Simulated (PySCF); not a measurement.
# B2H6NP: the cost of one run

The runs use PySCF 2.14.0, with density-fitted response routines of our own; the level of theory stands in each step. All values are computed, except where a source is named. Atoms are numbered from 0 throughout.

### Step 1. The molecule as given

10 atoms, charge 0, multiplicity 1; geometry from: GFN2-xTB. The atoms were then displaced at random by about 0.01 Å, so the start is not that level's minimum.

Bonds of the start (Å): B0–P1 1.81, P1–B2 1.89, B2–N3 1.38, B0–H4 1.15, B0–H5 1.21, P1–H6 1.37, B2–H7 1.14, N3–H8 1.04, N3–H9 0.98.

### Step 2. Optimising the geometry at PBE0-D3(BJ)/def2-SVP

The job: settings as JSON, then the geometry in Å.

```
{"job": {"xc": "PBE0", "basis": "def2-SVP", "d3": "d3bj", "grid": 1, "shake": 0.01, "kind": "geom"}, "charge": 0, "multiplicity": 1}
B      1.873430    -0.146240    -0.126950
P      0.553730    -0.926480     0.842620
B     -1.184660    -0.291140     0.476470
N     -1.351780     1.076060     0.403660
H      2.759070    -0.741560    -0.547310
H      1.827780     1.051440    -0.254800
H      0.559190    -2.268100     0.548340
H     -2.046690    -1.025710     0.364960
H     -2.286650     1.498290     0.265890
H     -0.652970     1.752520     0.521120
```

Command:

```bash
OMP_NUM_THREADS=1 python probes_run.py task.json out
```

This one command runs all jobs of the session in turn.

**Question.** How long does this first job take on 1 thread of Arm Neoverse N1, shared host, and how much memory does it need?

About 39 s, with a peak of 0.39 GiB.
